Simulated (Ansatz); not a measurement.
# Sn: how well frozen cores do

Aim: solve Sn at one geometry with full-potential LAPW, PAW with frozen cores and all-electron PAW on datasets made for the crystal, and see where they agree.

Computed with Ansatz 0.2.0 (DFT PBEsol, scalar-relativistic, unless a step's input says otherwise).

## Step 1: The structure to begin with

The structure is tetragonal, space group I4/mmm (No. 139). The conventional cell has a = 3.182 Å, b = 3.182 Å, c = 5.831 Å, α = 90.00°, β = 90.00°, γ = 90.00°. Sn (site symmetry 4/mmm) is surrounded by 4 Sn at 3.18 Å.

As a file:

```xyz
1
Lattice="-1.5908 1.5908 2.9156 1.5908 -1.5908 2.9156 1.5908 1.5908 -2.9156" Properties=species:S:1:pos:R:3 pbc="T T T"
Sn    0.0000    0.0000    0.0000
```

Structure: COD 1540069, as refined from experiment and not relaxed.

## Step 2: Full-potential LAPW

input.yaml reads:

```yaml
crystal:
  lattice:
    - [-1.59075, 1.59075, 2.91565]
    - [1.59075, -1.59075, 2.91565]
    - [1.59075, 1.59075, -2.91565]
  atoms:
    - { symbol: Sn, position: [0.0, 0.0, 0.0] }
kpoints:
  mp_grid: { grid: [15, 15, 18] }
  band_path:
    path:
      - [0.0, 0.0, 0.0]
      - [0.0, 0.0, 0.5]
      - [0.25, 0.25, 0.25]
      - [0.0, 0.5, 0.0]
      - [0.0, 0.0, 0.0]
      - [0.5, 0.5, -0.5]
      - [0.3244171603, 0.6755828397, -0.3244171603]
      - [-0.3244171603, 0.3244171603, 0.3244171603]
      - [0.0, 0.0, 0.0]
    npoints: 14
scf:
  occupations: { method: fermi_dirac, width: 0.08 }
hamiltonian:
  xc: pbesol
  pseudopotentials: { kind: all_electron, lapw: { basis_error: 0.00025 } }
output:
  forces: true
  stress: true
  eigenvalues: true
  populations: true
  dos: { projected: true, de: 0.2, e_range: [-14, 8] }
```

On the command line:

```bash
> ansatz run input.yaml --threads 1 --pin off --max-ram 3072MiB --backend cpu --events-out ev --progress --plain --runs-dir out
```

Log:

```text
Warning: crystal.symmetry: narrowed to the stabiliser of the k-point mesh — unitary ops 16 → 4; excluded 12 operations that carry a point of the 15×15×18 mesh (shift [0, 0, 0]) off the mesh (the run samples exactly the mesh kpoints.mp_grid names, as under crystal.symmetry.detect: false, and its converged state has the mesh's symmetry, not the crystal's; ε∞, the Born charges and the force constants of a linear response (`dielectric:` by the response, `phonons.method: dfpt`) are averaged over those of the crystal's operations that the state keeps within a tolerance, where `mesh_tensors`, `unaveraged_element` or `gamma_mean_max_change_ev_ang2` stands beside them; a row that `dielectric.field_direction` solves alone is averaged likewise, with nothing beside; a Γ-centred mesh of equal divisions is mapped onto itself by every operation and keeps the whole group, as does a half-shifted one under kpoints.further_shifts: images)
Sn: projections on atomic orbitals take those of the free atom 1s2 2s2 2p6 3s2 3p6 3d10 4s2 4p6 4d10 5s2 5p2, of charge +0.00 (hamiltonian.pseudopotentials.projection_atoms)
LAPW: plane waves up to 7.542 Å⁻¹, error target 2.5e-4 eV per atom; small_component_spin mean_spin; Sn in spheres of 1.591 Å, 22 of its electrons in bands, Dirac shells []
Engine: ansatz 0.2.0
Pseudopotentials: kind: all_electron
Pseudopotential: Sn, LAPW, valence charge 22, Koelling and Harmon's equation, gaussian nucleus
Functional definition: PBEsol
  exchange = pbesol_x
  correlation = pbesol_c
Crystal: 1 atoms, lattice volume = 29.512 Å³
Basis set: ecut = 216.71973243652312 eV, 203 PW (Γ), FFT grids on a1+a3, a2+a3, a3, exchange–correlation at level 2
Bands: 15, of which v1, the nominal top of the filled ones, is band 11 counted from 1 (10 counted from 0)
Symmetry: 4 space group operations
k-points: 1088 of 4050
Non-local potential: Sn, projectors of the file, none
Initial density: superposition of atomic densities (chi_scale 0.1, normalization cell)
Initial wavefunctions: plane waves of lowest kinetic energy (no species holds an atomic orbital)
Functional: x = pbesol(κ = 0.804, μ = 0.12345679012345678), c = pbesol(β = 0.046)
iter 1 solved again at ethr=6.42e-5 eV; its pass at ethr=1.00e-1 eV (dr2=1.41e-2 eV) is discarded
SCF iter   1: F=—  HF=-168014.949276 eV  |F-HF|=—  |Δ(HF+E_count)|=         —  Δρ=7.29e-3  dr2=1.42e-2  ethr=6.42e-5  ⟨swp⟩=3.1  Hψ=115124  notcnv=0
preconditioner: auto → Kerker (q_TF=auto, 2.598 Å⁻¹)  [metal: Δε(μ)=0.003 eV  Ē_g=22.495 eV  σ=0.080 eV  W_gap=0.01  n_scr=10 (ndim 8)  ℏωp=25.6 eV  f_vac=0.000  D(μ)=0.64/eV (n_scr^D=0)]
SCF iter   2: F=—  HF=-168014.934943 eV  |F-HF|=—  |Δ(HF+E_count)|=   1.43e-2  Δρ=4.58e-3  dr2=6.30e-3  ethr=6.42e-5  ⟨swp⟩=2.0  Hψ=47043  notcnv=0
SCF iter   3: F=—  HF=-168014.933097 eV  |F-HF|=—  |Δ(HF+E_count)|=   1.85e-3  Δρ=2.35e-3  dr2=1.88e-3  ethr=2.86e-5  ⟨swp⟩=2.0  Hψ=47046  notcnv=0
SCF iter   4: F=—  HF=-168014.932839 eV  |F-HF|=—  |Δ(HF+E_count)|=         —  Δρ=9.93e-4  dr2=3.81e-4  ethr=8.55e-6  ⟨swp⟩=2.0  Hψ=47048  notcnv=0
the basis was enlarged: its passes take 44.5 KiB over the memory plan, 1 of 1 planned eigensolver slots
iter 5 solved again at ethr=4.79e-8 eV; its pass at ethr=1.73e-6 eV (dr2=1.05e-5 eV) is discarded
SCF iter   5: F=—  HF=-168014.932917 eV  |F-HF|=—  |Δ(HF+E_count)|=   7.80e-5  Δρ=1.65e-4  dr2=1.05e-5  ethr=4.79e-8  ⟨swp⟩=2.0  Hψ=79953  notcnv=0
SCF iter   6: F=—  HF=-168014.932918 eV  |F-HF|=—  |Δ(HF+E_count)|=   4.94e-7  Δρ=6.99e-5  dr2=2.01e-6  ethr=4.77e-8  ⟨swp⟩=2.0  Hψ=47048  notcnv=0
SCF iter   7: F=—  HF=-168014.932918 eV  |F-HF|=—  |Δ(HF+E_count)|=   7.15e-8  Δρ=1.85e-5  dr2=1.67e-7  ethr=9.12e-9  ⟨swp⟩=2.0  Hψ=47048  notcnv=0
SCF iter   8: F=-168014.932918 eV  HF=-168014.932918 eV  |F-HF|=2.65e-9  |Δ(HF+E_count)|=  8.73e-10  Δρ=5.04e-6  dr2=7.27e-9  ethr=7.60e-10  ⟨swp⟩=2.0  Hψ=47048  notcnv=0
SCF 1 converged in 8 iterations: F = -168014.932918 eV  dr2 = 7.27e-9
NSCF: frozen V_eff on 113 k-points
SCF converged after 8 iterations
Free energy (F): -168014.932918 eV
Harris-Foulkes:  -168014.932918 eV  (|F-HF|=2.65e-9)
Internal energy: -168014.919407 eV  (E = F + TS)
E sigma→0 (E₀):  -168014.926163 eV
Entropy (-TS):   -0.013510 eV (-13.510 meV/atom)
Fermi energy:    12.247560 eV
--- Per-component energies (eV) ---
  E_band       = -731.145235
  E_kinetic    = 176689.072203
  E_xc         = -4421.494284
  E_electrostatic = -340282.497327  (all electrons and nuclei)
  E_smearing   = -0.013510  (= −TS)
  E_closure    = 0.000000  (closes the sum)
  E_atoms      = -168010.797820  (free atoms, spherical and without spin; not in F)
  Σ components = -168014.932918   (vs F -168014.932918, Δ=0.00e0)
  Basis errors (estimates in eV, not in F): energy 8.0e-5 per atom: plane waves 7.4e-5 (3.9e-5 summed), levels above the bands 1.8e-49, relativity 5.9e-9, radial functions 6.2e-6, core shells 7.7e-10; eigenvalues (radial functions only) 4.1e-6; not estimated: angular momenta, meshes, grids; target (lapw.basis_error) 2.5e-4; muffin-tin radii Sn 1.591 Å
--- Forces (eV/Å), atoms counted from 1 ---
  atom   1  Sn    -0.00000000    -0.00000000     0.00000000
  max |Σ_I F_I| component: 3.94e-31 eV/Å
--- Stress (GPa, compression-positive) ---
       -3.335643       0.052991      -0.007576
        0.052991      -3.335643      -0.007576
       -0.007576      -0.007576      -5.637100
  P = ⅓ Tr σ = -4.1028 GPa (-41.028 kbar)
--- Band table (eV; the first three rows and the last of 1088) ---
  k-point 0: bands = ["-117.0050", "-72.8546", "-72.8246", "-72.8243", "-9.3061", "-9.2177", "-9.1320", "-9.1318", "-9.0490", "1.6576", "18.0027", "19.5036", "19.5038", "22.8029", "23.2938"]
  k-point 1: bands = ["-117.0050", "-72.8546", "-72.8247", "-72.8244", "-9.2960", "-9.2135", "-9.1347", "-9.1319", "-9.0532", "1.7517", "17.9210", "18.8972", "19.0982", "22.5588", "22.8647"]
  k-point 2: bands = ["-117.0050", "-72.8546", "-72.8251", "-72.8248", "-9.2666", "-9.2015", "-9.1431", "-9.1314", "-9.0653", "2.0343", "17.6402", "17.7223", "18.1853", "21.4276", "22.3663"]
  k-point 1087: bands = ["-117.0050", "-72.8554", "-72.8248", "-72.8246", "-9.3268", "-9.2278", "-9.0708", "-9.0697", "-9.0378", "5.0170", "8.0581", "16.2449", "16.2841", "20.1558", "20.4052"]
--- Löwdin populations: 1 site ---
  site symbol       q [e]
     0     Sn     49.9730
  spilling = 0.000539 (of n_electrons = 50.000000)
```

It took 1.7 min on 1 thread of Arm Neoverse V1, shared host; peak memory 1.1 GiB.

In short: pressure -4.10 GPa; no gap.

Levels at the path's labelled points, in eV from the Fermi level:

| point | band 8 | band 9 | band 10 | band 11 | band 12 | band 13 | band 14 |
| --- | --- | --- | --- | --- | --- | --- | --- |
| Γ | -21.38 | -21.30 | -10.59 | 5.76 | 7.26 | 7.26 | 10.56 |
| X | -21.33 | -21.20 | -3.71 | -2.53 | 0.38 | 2.29 | 4.36 |
| P | -21.33 | -21.20 | -3.62 | -1.44 | -1.44 | 1.09 | 7.58 |
| N | -21.33 | -21.28 | -6.57 | -4.17 | 2.86 | 6.56 | 7.73 |
| Γ | -21.38 | -21.30 | -10.59 | 5.76 | 7.26 | 7.26 | 10.56 |
| M | -21.32 | -21.28 | -7.26 | -4.23 | 4.26 | 4.26 | 7.59 |
| S | -21.34 | -21.33 | -6.01 | -2.69 | -2.23 | 6.15 | 9.14 |
| S0 | -21.34 | -21.33 | -6.01 | -2.69 | -2.23 | 6.15 | 9.14 |
| Γ | -21.38 | -21.30 | -10.59 | 5.76 | 7.26 | 7.26 | 10.56 |

States per cell, counted by energy window (eV from the Fermi level, on a grid of 0.20 eV):

| from | to | total | Sn 5p | Sn 5s |
| --- | --- | --- | --- | --- |
| -10 | -9 | 0.19 | 0.06 | 0.13 |
| -9 | -8 | 0.29 | 0.10 | 0.18 |
| -8 | -7 | 0.40 | 0.12 | 0.27 |
| -7 | -6 | 0.56 | 0.12 | 0.43 |
| -6 | -5 | 0.33 | 0.07 | 0.26 |
| -5 | -4 | 0.16 | 0.03 | 0.13 |
| -4 | -3 | 0.27 | 0.23 | 0.04 |
| -3 | -2 | 0.54 | 0.48 | 0.06 |
| -2 | -1 | 0.58 | 0.49 | 0.09 |
| -1 | 0 | 0.57 | 0.47 | 0.08 |
| 0 | 1 | 0.60 | 0.51 | 0.07 |
| 1 | 2 | 0.67 | 0.57 | 0.06 |
| 2 | 3 | 0.83 | 0.73 | 0.05 |
| 3 | 4 | 0.62 | 0.55 | 0.04 |
| 4 | 5 | 0.51 | 0.43 | 0.03 |

## Step 3: PAW with frozen cores

Changes to input.yaml since step 2:

```diff
@@ -25,3 +25,3 @@
   xc: pbesol
-  pseudopotentials: { kind: all_electron, lapw: { basis_error: 0.00025 } }
+  pseudopotentials: { kind: paw }
 output:
@@ -30,3 +30,9 @@
   eigenvalues: true
+  efg: { contact_densities: true }
   populations: true
+  bader: true
   dos: { projected: true, de: 0.2, e_range: [-14, 8] }
+  write_density: true
+  write_potential: true
+  elf: true
+  volumetric_format: npy
```

On the command line:

```bash
> ansatz run input.yaml --threads 1 --pin off --max-ram 3072MiB --backend cpu --events-out ev --progress --plain --runs-dir out
```

Log, shortened:

```text
Warning: crystal.symmetry: narrowed to the stabiliser of the k-point mesh — unitary ops 16 → 4; excluded 12 operations that carry a point of the 15×15×18 mesh (shift [0, 0, 0]) off the mesh (the run samples exactly the mesh kpoints.mp_grid names, as under crystal.symmetry.detect: false, [...]
Sn: output.efg is read without spin–orbit coupling, which moves field gradients at and beside such atoms by some per cent and up to a factor of two; PAW files take it under magnetization.noncollinear and magnetization.spin_orbit
[...]
Pseudopotentials: kind: paw
Pseudopotential: Sn, paw, valence charge 14, recommended cutoff 420 eV (normal)
Functional definition: PBEsol
[...]
Crystal: 1 atoms, lattice volume = 29.512 Å³
Basis set: ecut = 420 eV, 581 PW (Γ), exchange–correlation on 50×50×50 points (8 copies of the dense FFT grid, shifted against one another)
Bands: 11, of which v1, the nominal top of the filled ones, is band 7 counted from 1 (6 counted from 0)
Symmetry: 4 space group operations
k-points: 1088 of 4050
[...]
E sigma→0 (E₀):  -5949.678254 eV
Entropy (-TS):   -0.013510 eV (-13.510 meV/atom)
Fermi energy:    9.541000 eV
[...]
--- Forces (eV/Å), atoms counted from 1 ---
  atom   1  Sn    -0.00000000     0.00000000     0.00000000
[...]
--- Stress (GPa, compression-positive) ---
       -3.338761       0.052764      -0.007602
        0.052764      -3.338761      -0.007602
       -0.007602      -0.007602      -5.641703
  P = ⅓ Tr σ = -4.1064 GPa (-41.064 kbar)
--- PAW observables at the nuclei: V_zz in 10²¹ V/m², potentials from the cell's mean, atoms counted from 1 ---
  atom   1  Sn V_zz =    +8.377777   η = 0.0082   by run symmetry: allowed
            electrostatic potential = -8172.919298 V   contact ρ = 1234651.233283 e/Å³
--- Band table (eV; the first three rows and the last of 1088) ---
  k-point 0: bands = ["-12.0136", "-11.9296", "-11.8429", "-11.8426", "-11.7566", "-1.0491", "15.2954", "16.7983", "16.7986", "20.0967", "20.5880"]
[...]
--- Löwdin populations: 1 site ---
  site symbol       q [e]
     0     Sn     13.9664
  spilling = 0.002403 (of n_electrons = 14.000000)
--- Bader charges: 1 site ---
  site symbol  charge [e]  shift [e]
     0     Sn      0.0000     0.0000
  estimated error of the sums over rays = 6.4e-7 e
```

It took 34 s on 1 thread of Arm Neoverse V1, shared host; peak memory 0.59 GiB.

In short: pressure -4.11 GPa; no gap; Vzz Sn 8.4 (10²¹ V/m²).

The fields are shown in the conventional cell of this run's space group, carried over from its grid by interpolation.

Density in a lattice plane of the grid's cell (edges 3.18 and 5.83 Å, at 0.000 of the third edge), which holds Sn.

Ten even steps from '0' (0.06 e/Å³) to '9' (16.53 e/Å³):
```
65210000000125
21100000000011
00000000000000
00000000000000
00000000000000
00000000000000
00000000000000
00000000000000
00000000000000
00000000000000
00000000000000
00000000000000
00000000000000
00000000000000
00000000000000
00000000000000
00000000000000
21100000000011
65210000000125
97310000000137
```
Columns run along the first of these edges and rows up along the second, over one cell in 14 and 20 even steps from the bottom left corner. Atoms in the plane (fractional): Sn at (0.00, 0.00).

ELF in the same plane.

Ten even steps from ' ' (0.00) to '@' (0.43):
```
    ::**##%%@@@@@@%%##**::  
--==**##%%%%@@%%@@%%%%##**==
########%%%%######%%%%######
######%%##**++++++**##%%####
####****++++======++++****##
============++++++==========
::----==++****##****++==----
::::--==**##%%%%%%##**==--::
::::--++##%%@@@@@@%%##++--::
::::--++##%%@@@@@@%%##++--::
::::--++##%%@@@@@@%%##++--::
::::--==**##%%%%%%##**==--::
::----==++****##****++==----
============++++++==========
####****++++======++++****##
######%%##**++++++**##%%####
########%%%%######%%%%######
--==**##%%%%@@%%@@%%%%##**==
    ::**##%%@@@@@@%%##**::  
    ..++##%%@@@@@@%%##++..  
```
Columns run along the first of these edges and rows up along the second, over one cell in 14 and 20 even steps from the bottom left corner. Atoms in the plane (fractional): Sn at (0.00, 0.00).

Both are smooth fields of the valence electrons: close to the nuclei they are not physical.

## Step 4: All-electron PAW on datasets made for the crystal

Changes to input.yaml since step 3:

```diff
@@ -20,3 +20,3 @@
       - [0.0, 0.0, 0.0]
-    npoints: 14
+    npoints: 8
 scf:
@@ -25,3 +25,3 @@
   xc: pbesol
-  pseudopotentials: { kind: paw }
+  pseudopotentials: { kind: all_electron, datasets: crystal }
 output:
@@ -31,8 +31 @@
   efg: { contact_densities: true }
-  populations: true
-  bader: true
-  dos: { projected: true, de: 0.2, e_range: [-14, 8] }
-  write_density: true
-  write_potential: true
-  elf: true
-  volumetric_format: npy
```

On the command line:

```bash
> ansatz run input.yaml --threads 1 --pin off --max-ram 3072MiB --backend cpu --events-out ev --progress --plain --runs-dir out
```

Log, shortened:

```text
Warning: crystal.symmetry: narrowed to the stabiliser of the k-point mesh — unitary ops 16 → 4; excluded 12 operations that carry a point of the 15×15×18 mesh (shift [0, 0, 0]) off the mesh (the run samples exactly the mesh kpoints.mp_grid names, as under crystal.symmetry.detect: false, [...]
Sn: output.efg is read without spin–orbit coupling, which moves field gradients at and beside such atoms by some per cent and up to a factor of two; PAW files take it under magnetization.noncollinear and magnetization.spin_orbit
[...]
Pseudopotentials: kind: all_electron
Pseudopotential: Sn, paw, valence charge 14, recommended cutoff 240 eV (normal), Koelling and Harmon's equation, gaussian nucleus
Functional definition: PBEsol
[...]
Crystal: 1 atoms, lattice volume = 29.512 Å³
Basis set: ecut = 240 eV, 255 PW (Γ), exchange–correlation on 40×40×40 points (8 copies of the dense FFT grid, shifted against one another)
Bands: 11, of which v1, the nominal top of the filled ones, is band 7 counted from 1 (6 counted from 0)
[...]
Past the cutoffs: a stress includes 0.0025 GPa for waves and charges beyond them, in addition to the slope of what the spheres take
In the spheres:  the bands' charges fall short by 8.0e-7 e at most (sound up to 1e-3)
Fermi energy:    12.247590 eV
[...]
  The terms above E_closure are by the made datasets' own strengths, without shells solved beside the bands.
--- Forces (eV/Å), atoms counted from 1 ---
  atom   1  Sn     0.00000000    -0.00000000     0.00000000
[...]
--- Stress (GPa, compression-positive) ---
       -3.335297       0.053002      -0.007573
        0.053002      -3.335297      -0.007573
       -0.007573      -0.007573      -5.637107
  P = ⅓ Tr σ = -4.1026 GPa (-41.026 kbar)
--- PAW observables at the nuclei: V_zz in 10²¹ V/m², potentials from the cell's mean, atoms counted from 1 ---
  atom   1  Sn V_zz =    +8.557768   η = 0.0080   by run symmetry: allowed
            electrostatic potential = -8171.000943 V   contact ρ = 1234551.234168 e/Å³
--- Band table (eV; the first three rows and the last of 1088) ---
  k-point 0: bands = ["-9.3061", "-9.2175", "-9.1319", "-9.1316", "-9.0490", "1.6576", "18.0028", "19.5036", "19.5039", "22.8029"]
[...]
```

Run time: 2.3 min. Hardware: 1 thread of Arm Neoverse V1, shared host; peak memory 0.89 GiB.

This run gives: pressure -4.10 GPa; no gap; Vzz Sn 8.6 (10²¹ V/m²).

| atom | contact density (e/Å³) |
| --- | --- |
| Sn | 1234551 |

## Step 5: Comparison

```
          method  pressure (GPa)  Vzz Sn (10²¹ V/m²)  SCF cycles, all passes
            LAPW           -4.10                   –                       8
             PAW           -4.11                8.38                       6
crystal datasets           -4.10                8.56                       8
```

## Step 6: Outcome

| quantity | value |
| --- | --- |
| pressure | LAPW -4.10, PAW -4.11, crystal datasets -4.10 GPa |
| gap (LAPW) | none |

The pressure of -4.1 GPa pushes the cell to shrink, with the atoms held in place. Bands cross the Fermi level: the crystal is a metal at this level. Sn 5p carries the largest share, 86 %, of the projected states within 0.3 eV of the Fermi level. The projection holds only the free atom's occupied shells (Sn 5s, Sn 5p in this range). The field gradient at Sn, the largest by crystal datasets, is 8.38 by PAW and 8.56 by crystal datasets (10²¹ V/m²), within 5 %. No spin–orbit coupling: at heavy atoms the gradients can be off by tens of per cent for that reason. PAW lies less than 0.01 GPa from LAPW in pressure. The price, with the outputs that each input asks for: 1.7 min for LAPW against 34 s for PAW, about 3 to one. The k mesh doesn't keep the crystal's whole symmetry, which leaves small spurious terms.
